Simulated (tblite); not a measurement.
# C3H9FSeSi: the cost of one run

Programs: tblite 0.8.0 and PySCF 2.14.0, with density-fitted response routines of our own. Each step states its level of theory. These are calculated values for one molecule in the gas phase, unless marked as measured. Atoms are numbered from 0 throughout.

## 1. The molecule as given

15 atoms, charge 0, multiplicity 1; geometry from: force field or distance geometry start.

Bonds of the start (Å): C0–C1 1.51, C1–Se2 1.94, C1–Si3 1.86, Si3–C4 1.86, C4–F5 1.37, C0–H6 1.11, C0–H7 1.09, C0–H8 1.11, C1–H9 1.10, Se2–H10 1.54, Si3–H11 1.48, Si3–H12 1.48, C4–H13 1.13, C4–H14 1.10.

## 2. Optimising the geometry with GFN2-xTB

The job: settings as JSON, then the geometry in Å.

```
{"job": {"kind": "relax", "xc": "GFN2-xTB", "basis": "xTB"}, "charge": 0, "multiplicity": 1}
C     -2.071800    -0.259400    -0.008400
C     -0.726100    -0.022400    -0.645700
Se    -0.810600     1.690300    -1.556800
Si     0.631400     0.124600     0.619000
C      2.156700    -0.846000     0.183400
F      3.199400    -0.329000     0.913600
H     -2.829400    -0.054100    -0.799100
H     -2.212000    -1.293500     0.318600
H     -2.272000     0.452700     0.814500
H     -0.509900    -0.852700    -1.331600
H     -0.141400     2.730800    -0.634900
H      0.123400    -0.282400     1.947700
H      1.016900     1.546100     0.707400
H      2.387100    -0.671100    -0.907300
H      2.053700    -1.925700     0.357800
```

Started as:

```console
> OMP_NUM_THREADS=1 python probes_run.py task.json out
```

One launch serves the whole session: the jobs run in the order shown.

**Question.** How long does this first job take on 1 thread of Arm Neoverse N1, shared host, and how much memory does it need?

About 1.3 s, with a peak of 0.18 GiB.
